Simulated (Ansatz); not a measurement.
# C9H17N: the cost of one run

Method: DFT PBE+D3(BJ), Gaussian basis def2-SVP, and further levels as typed in the inputs, in Ansatz 0.2.0.

### Step 1. The starting structure

Bond lengths (14 of 28 bonds, heavy atoms first): C1–C2 1.525 Å, C2–C3 1.534 Å, C3–C4 1.525 Å, C4–C5 1.527 Å, C5–C6 1.527 Å, C6–C7 1.526 Å, C7–C8 1.525 Å, C4–C9 1.524 Å, C8–C9 1.534 Å, C2–N10 1.478 Å, C9–N10 1.471 Å, C1–H11 1.096 Å, C1–H12 1.095 Å, C1–H13 1.095 Å. Angles (14 of 57 angles, heavy atoms first): C1–C2–C3 112.5°, C1–C2–N10 111.0°, C3–C2–N10 106.9°, C2–C3–C4 104.4°, C3–C4–C5 115.0°, C3–C4–C9 103.0°, C5–C4–C9 114.1°, C4–C5–C6 113.8°, C5–C6–C7 111.7°, C6–C7–C8 111.0°, C7–C8–C9 111.2°, C4–C9–C8 114.0°, C4–C9–N10 103.2°, C8–C9–N10 111.1°.

Coordinates:

```xyz
27

C    -3.2059    0.0846    0.7008
C    -1.7016    0.3031    0.8172
C    -0.8980   -0.9552    0.4669
C    -0.1115   -0.5679   -0.7815
C     1.2014   -1.3232   -0.9782
C     2.3185   -0.8731   -0.0392
C     2.4955    0.6421   -0.0590
C     1.1959    1.3490    0.3108
C     0.0551    0.9397   -0.6293
N    -1.2482    1.3704   -0.0999
H    -3.4911   -0.2288   -0.3097
H    -3.5360   -0.6922    1.3989
H    -3.7538    1.0029    0.9383
H    -1.4750    0.6036    1.8471
H    -0.2282   -1.2041    1.2978
H    -1.5270   -1.8317    0.2773
H    -0.7531   -0.7708   -1.6515
H     1.5390   -1.1627   -2.0105
H     1.0375   -2.4015   -0.8680
H     3.2577   -1.3556   -0.3335
H     2.1026   -1.2044    0.9833
H     3.2838    0.9291    0.6460
H     2.8223    0.9643   -1.0552
H     0.9548    1.1138    1.3553
H     1.3402    2.4354    0.2656
H     0.2284    1.4012   -1.6091
H    -1.9033    1.4322   -0.8805
```

### Step 2. Relaxing the atoms: C9H17N

input.yaml reads:

```yaml
relax:
  f_tol: 0.01
  max_steps: 200
crystal:
  periodic: [false, false, false]
  atoms:
    - { symbol: C, position_ang: [-3.205935, 0.08456, 0.700797] }
    - { symbol: C, position_ang: [-1.701648, 0.303059, 0.817154] }
    - { symbol: C, position_ang: [-0.897999, -0.955201, 0.466908] }
    - { symbol: C, position_ang: [-0.111514, -0.567943, -0.781476] }
    - { symbol: C, position_ang: [1.201419, -1.323216, -0.978192] }
    - { symbol: C, position_ang: [2.318482, -0.873135, -0.039228] }
    - { symbol: C, position_ang: [2.495544, 0.642077, -0.059042] }
    - { symbol: C, position_ang: [1.195889, 1.349042, 0.310769] }
    - { symbol: C, position_ang: [0.055127, 0.939666, -0.629266] }
    - { symbol: "N", position_ang: [-1.248239, 1.370438, -0.099896] }
    - { symbol: H, position_ang: [-3.491123, -0.228847, -0.309745] }
    - { symbol: H, position_ang: [-3.535965, -0.692159, 1.398855] }
    - { symbol: H, position_ang: [-3.753823, 1.00289, 0.938285] }
    - { symbol: H, position_ang: [-1.474972, 0.603593, 1.847109] }
    - { symbol: H, position_ang: [-0.228195, -1.204124, 1.297817] }
    - { symbol: H, position_ang: [-1.52698, -1.831727, 0.27728] }
    - { symbol: H, position_ang: [-0.753097, -0.77079, -1.651516] }
    - { symbol: H, position_ang: [1.538955, -1.16273, -2.010452] }
    - { symbol: H, position_ang: [1.037479, -2.401493, -0.868036] }
    - { symbol: H, position_ang: [3.257664, -1.355576, -0.333465] }
    - { symbol: H, position_ang: [2.102582, -1.204414, 0.98327] }
    - { symbol: H, position_ang: [3.283836, 0.929126, 0.645955] }
    - { symbol: H, position_ang: [2.822309, 0.964307, -1.05518] }
    - { symbol: H, position_ang: [0.95483, 1.113808, 1.355323] }
    - { symbol: H, position_ang: [1.340209, 2.4354, 0.265553] }
    - { symbol: H, position_ang: [0.228421, 1.401177, -1.609103] }
    - { symbol: H, position_ang: [-1.903255, 1.432212, -0.880477] }
basis:
  gaussian: { orbitals: def2-SVP }
hamiltonian:
  xc: pbe
  dispersion: d3bj
```

Started as:

```console
ansatz run input.yaml --threads 2 --pin off --max-ram 6144MiB --backend cpu --events-out ev --progress --plain --runs-dir out
```

What time and memory should one allow on 2 threads of Intel Xeon Platinum 8488C (Sapphire Rapids), shared host?

About 75 s, with a peak of 0.42 GiB.
